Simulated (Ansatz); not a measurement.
**SnO: a line through a two-coordinate scan**

One line of a two-coordinate grid on SnO (P4/nmm, No. 129; 4 atoms in the cell): lattice constant a (and b) is varied, at lattice constant c = 4.841 Å.

Computed with Ansatz 0.2.0 (DFT LDA, scalar-relativistic, plane waves, PAW, unless a step's input says otherwise).

### 1 The structure to begin with

It takes space group P4/nmm (No. 129, tetragonal). The conventional cell has a = 3.767 Å, b = 3.767 Å, c = 4.655 Å, α = 90.00°, β = 90.00°, γ = 90.00°. Around Sn (site symmetry 4mm) lie 4 O at 2.20 Å. O (site symmetry -4m2) is surrounded by 4 Sn at 2.20 Å.

Coordinates:

```
CELL_PARAMETERS angstrom
3.76688 0.00000 0.00000
0.00000 3.76688 0.00000
0.00000 0.00000 4.65532
ATOMIC_POSITIONS crystal
Sn 0.00000 0.50000 0.24575
Sn 0.50000 0.00000 0.75425
O 0.00000 0.00000 0.00000
O 0.50000 0.50000 0.00000
```

This cell was relaxed beforehand with the same method: volume 16.51 Å³/atom, gap on the mesh none (metal).

### 2 What is varied

The energy is mapped over the lattice constants a and c of the conventional cell.

- lattice constant a (and b): 7 values from 3.503 to 4.031 Å
- lattice constant c: 7 values from 4.097 to 5.214 Å

Nothing else is relaxed (fractional coordinates fixed). Energies count from the relaxed crystal. Points are written as (first, second).

### 3 Point (3.503 Å, 4.841 Å)

Contents of input.yaml:

```yaml
crystal:
  lattice:
    - [3.5032, 0.0, 0.0]
    - [0.0, 3.5032, 0.0]
    - [0.0, 0.0, 4.8415]
  atoms:
    - { symbol: Sn, position: [0.0, 0.5, 0.2457459271] }
    - { symbol: Sn, position: [0.5, 0.0, 0.7542540729] }
    - { symbol: O, position: [0.0, 0.0, 0.0] }
    - { symbol: O, position: [0.5, 0.5, 0.0] }
basis:
  ecutwfc: 520.0
kpoints:
  mp_grid: { grid: [10, 10, 8] }
hamiltonian:
  xc: lda
scf:
  occupations: { method: gaussian, width: 0.15 }
output:
  forces: true
  stress: true
  eigenvalues: true
```

Command:

```
$ ansatz run input.yaml --threads 1 --pin off --max-ram 2048MiB --backend cpu --events-out ev --progress --plain --runs-dir out
```

Further runs follow: the other points of the line.

Q: Predict the outcome of this session. Wanted: for each run, lattice constant a; energy; slope; pressure; largest force on an atom.

As calculated:

| lattice constant a (and b) (Å) | step | energy (meV/atom) | slope (meV/atom per Å) | pressure (GPa) | band gap on the k-mesh (eV) | largest force on an atom (eV/Å) |
| --- | --- | --- | --- | --- | --- | --- |
| 3.503 | 3 | 126 | −1137 | 16.5 | 0.00 | 1.21 |
| 3.591 | 4 | 49 | −627 | 8.3 | 0.00 | 0.44 |
| 3.679 | 5 | 13 | −206 | 1.8 | 0.00 | 0.21 |
| 3.767 | – | 11 | 145 | −3.4 | 0.00 | 0.74 |
| 3.855 | 6 | 37 | 438 | −7.4 | 0.00 | 1.16 |
| 3.943 | 7 | 86 | 679 | −10.5 | 0.28 | 1.49 |
| 4.031 | – | 155 | 877 | −12.9 | 0.49 | 1.76 |

Energies count from the relaxed crystal. Rows without a step come from runs not printed here or follow by symmetry. Slopes come from the forces (and the stress, where the cell changes), not from differences of energies.

In words: The lowest point of the line is at 3.767 Å, 11 meV/atom from the zero. Energies and slopes round the minimum, fitted together, put the minimum at 3.7287 Å, with a curvature of about 3900 meV/atom per Å². The highest point computed, at 4.031 Å, lies 144 meV/atom above the lowest. The gap on the mesh reads zero on part of the line; semilocal functionals close small gaps early. This is one cut through a surface in two coordinates; the map's lowest point lies off it. With the other coordinates free, the energies away from the reference would be the same or lower. The gap on the mesh closes on part of the grid.

Counted by bands, a gap of 0.03 eV stays open on the mesh in one run that reads as metallic: the smearing reaches across it.
